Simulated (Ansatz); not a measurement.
## GeCN2 in Ansatz: the effect of functional

The system is GeCN2.

```
Ge N C
1.0
     1.80567    1.04250    4.95455
    -1.80567    1.04250    4.95455
     0.00000   -2.08501    4.95455
Ge N C
1 2 1
Direct
  0.00000 0.00000 0.00000
  0.58390 0.58390 0.58390
  0.41610 0.41610 0.41610
  0.50000 0.50000 0.50000
```

The cell comes from a database or a generator and needn't be the stable form of this composition.

The cell isn't the ideal one: volume scaled by 1.02.

Alike in all runs:

| Item | Value |
| --- | --- |
| Program | Ansatz 0.2.0 |
| Task | single point |
| Potentials or basis | Ansatz PAW |
| k mesh | 9 × 9 × 9 |
| Occupations | fermi-dirac, width 0.05 eV |
| Spin | no spin polarisation |

```csv
functional,cutoff,gap on the mesh (eV),pressure (GPa),largest force (eV/Å)
LDA,420 eV (not typed: the program's choice for these potentials),1.01,-8.9,0.88
PBEsol,420 eV (not typed: the program's choice for these potentials),?,?,?
r2SCAN,500 eV (not typed: the program's choice for these potentials),1.25,-5.7,1.04
```

Q: What does the run with functional PBEsol give?

A: gap on the mesh 1.05 eV; pressure -5.7 GPa; largest force 0.49 eV/Å.

Caveats: odd divisions of the mesh miss points on the zone boundary, where band edges often lie, so the gap on the mesh can be too wide; the PAW data sets come from PBE, with cores solved anew for the run's functional, which leaves a small shift of forces and pressure; forces of over 1 eV/Å show positions far from the minimum, so gaps and moduli don't describe the material at rest (some runs).

A k mesh can miss the band edges.
